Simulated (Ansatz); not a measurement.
# TaCu2: the cost of one run

Computed with Ansatz 0.2.0 (DFT PBE, scalar-relativistic, plane waves, PAW, unless a step's input says otherwise).

## Step 1: The structure to begin with

Symmetry: Fd-3m, No. 227, cubic system. The conventional cell has a = 7.066 Å, b = 7.066 Å, c = 7.066 Å, α = 90.00°, β = 90.00°, γ = 90.00°. Ta (site symmetry -43m) is surrounded by 12 Cu at 2.93 Å and 4 Ta at 3.06 Å. Cu (site symmetry -3m) has 6 Cu at 2.50 Å as nearest neighbours.

Coordinates:

```xyz
6
Lattice="0.0000 3.5332 3.5332 3.5332 0.0000 3.5332 3.5332 3.5332 0.0000" Properties=species:S:1:pos:R:3 pbc="T T T"
Ta    1.7666    1.7666    1.7666
Ta    0.0000    0.0000    0.0000
Cu    2.6499    4.4165    2.6499
Cu    2.6499    2.6499    4.4165
Cu    4.4165    2.6499    2.6499
Cu    4.4165    4.4165    4.4165
```

Recipe of the guess: species swapped into a database cell of YbRh2 (Fd-3m, No. 227), with Ta on the Yb sites and Cu on the Rh sites. Its size is a rough estimate.

## Step 2: The guess as it stands, on a coarse mesh

File input.yaml:

```yaml
crystal:
  lattice:
    - [0.0, 3.53321837, 3.53321837]
    - [3.53321837, 0.0, 3.53321837]
    - [3.53321837, 3.53321837, 0.0]
  atoms:
    - { symbol: Ta, position: [0.25, 0.25, 0.25] }
    - { symbol: Ta, position: [0.0, 0.0, 0.0] }
    - { symbol: Cu, position: [0.625, 0.125, 0.625] }
    - { symbol: Cu, position: [0.625, 0.625, 0.125] }
    - { symbol: Cu, position: [0.125, 0.625, 0.625] }
    - { symbol: Cu, position: [0.625, 0.625, 0.625] }
basis:
  ecutwfc: 420
kpoints:
  mp_grid: { grid: [4, 4, 4] }
hamiltonian:
  xc: pbe
scf:
  occupations: { method: gaussian, width: 0.1 }
  lower_state_search: "off"
output:
  forces: true
  stress: true
  eigenvalues: true
```

Started as:

```sh
$ ansatz run input.yaml --threads 1 --pin off --max-ram 2560MiB --backend cpu --events-out ev --progress --plain --runs-dir out
```

Q: Estimate wall time and peak memory on 1 thread of Intel Xeon 6975P-C (Granite Rapids), shared host.

About 1.4 s, with a peak of 0.4 GiB.
